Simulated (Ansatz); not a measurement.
# ClFGeH3Si radical: up Jacob's ladder to CCSD(T)

One table from this session's results is given with a row withheld; the runs are named, their logs left out.

Program: Ansatz 0.2.0, Gaussian basis. Level of theory: functionals in def2-TZVPP, the program's frozen cores in correlated methods. These are calculated values, not measurements.

The runs, in order: LDA (SPW92), PBE-D4, revPBE-D4, BLYP-D4, r2SCAN-D4, B97M-V, PBE0-D4, B3LYP-D4, r2SCANh-D4, r2SCAN0-D4, HSE06-D4, BHLYP-D4, CAM-B3LYP-D4, LC-ωPBE, ωB97X-V, ωB97M-V, B2PLYP, PBE-QIDH; CCSD(T)/def2-SVP; CCSD(T)/def2-TZVPP; MP2/def2-QZVPP; extrapolation to the limit; RPA on PBE.

## Structure used throughout

All runs share one geometry, relaxed beforehand with PBE0-D4 in a triple-zeta def2 set.

7 atoms, charge 0, spin multiplicity 2.

Atoms are counted from 1 here; the program's logs count them from 0.

Bond lengths: F1–Si2 1.603 Å, Si2–Cl3 2.058 Å, Si2–Ge4 2.405 Å, Ge4–H5 1.534 Å, Ge4–H6 1.535 Å, Ge4–H7 1.537 Å. Angles: F1–Si2–Cl3 106.6°, F1–Si2–Ge4 108.9°, Cl3–Si2–Ge4 108.9°, Si2–Ge4–H5 107.5°, Si2–Ge4–H6 108.8°, Si2–Ge4–H7 110.5°, H5–Ge4–H6 109.8°, H5–Ge4–H7 110.1°, H6–Ge4–H7 110.1°.

Geometry (Å):

```xyz
7
charge 0, multiplicity 2
F    -0.8792   -2.0203    1.0039
Si    0.3087   -0.9446    1.0501
Cl    1.9824   -1.8826    0.3046
Ge   -0.2557    0.9007   -0.3855
H     0.9183    1.8878   -0.3503
H    -1.5216    1.5800    0.1548
H    -0.4914    0.4108   -1.8234
```

The first run:

Input file in.yaml:

```yaml
crystal:
  periodic: [false, false, false]
  atoms:
    - {symbol: F, position_ang: [-0.879231, -2.020283, 1.003892]}
    - {symbol: Si, position_ang: [0.308713, -0.944602, 1.050122]}
    - {symbol: Cl, position_ang: [1.982362, -1.882642, 0.304648]}
    - {symbol: Ge, position_ang: [-0.255720, 0.900730, -0.385536]}
    - {symbol: H, position_ang: [0.918323, 1.887812, -0.350275]}
    - {symbol: H, position_ang: [-1.521612, 1.580026, 0.154761]}
    - {symbol: H, position_ang: [-0.491434, 0.410759, -1.823410]}
basis:
  gaussian: {orbitals: def2-TZVPP}
magnetization: {spin_polarized: true, initial_magnetization: 1}
hamiltonian: {xc: lda}
output: {orbitals: {seedname: orbitals}}
```

On the command line:

```
ansatz run in.yaml --threads 4 --pin off --events-out ev --progress --plain --max-ram 10444MiB
```

Steps of the session up to this table: LDA; PBE-D4 (GGA); revPBE-D4 (GGA); BLYP-D4 (GGA); r2SCAN-D4 (meta-GGA); B97M-V (meta-GGA); PBE0-D4 (hybrid); B3LYP-D4 (hybrid); r2SCANh-D4 (hybrid); r2SCAN0-D4 (hybrid); HSE06-D4 (hybrid); BHLYP-D4 (hybrid); CAM-B3LYP-D4 (range-separated); LC-ωPBE (range-separated); ωB97X-V (range-separated); ωB97M-V (range-separated); B2PLYP (double hybrid); PBE-QIDH (double hybrid).

One of the session's tables, all rows but one given; the rest of the session is left out.

It belongs to the step «Frontier levels by functional». 

```
  functional  HOMO (eV)  LUMO (eV)  gap (eV)
 LDA (SPW92)      -5.23      -4.23      1.00
      PBE-D4      -5.23      -3.83      1.40
   revPBE-D4      -5.21      -3.69      1.51
     BLYP-D4      -5.03      -3.85      1.18
   r2SCAN-D4      -5.60      -3.44      2.16
      B97M-V      -5.35      -3.91      1.44
     PBE0-D4      -6.37      -2.97      3.40
    B3LYP-D4      -6.10      -3.36      2.74
  r2SCANh-D4      -6.01      -3.15      2.86
  r2SCAN0-D4      -6.63      -2.71      3.92
    HSE06-D4      -5.98      -3.35      2.63
    BHLYP-D4      -7.33      -2.20      5.13
CAM-B3LYP-D4      -7.55      -2.09      5.46
     LC-ωPBE          ?          ?         ?
     ωB97X-V      -8.45      -1.20      7.25
     ωB97M-V      -8.06      -1.37      6.70
```

Q: Estimate the row for LC-ωPBE from the others.

The run gave: HOMO (eV): -8.94; LUMO (eV): -0.72; gap (eV): 8.22. In the column «HOMO (eV)» it is the lowest.
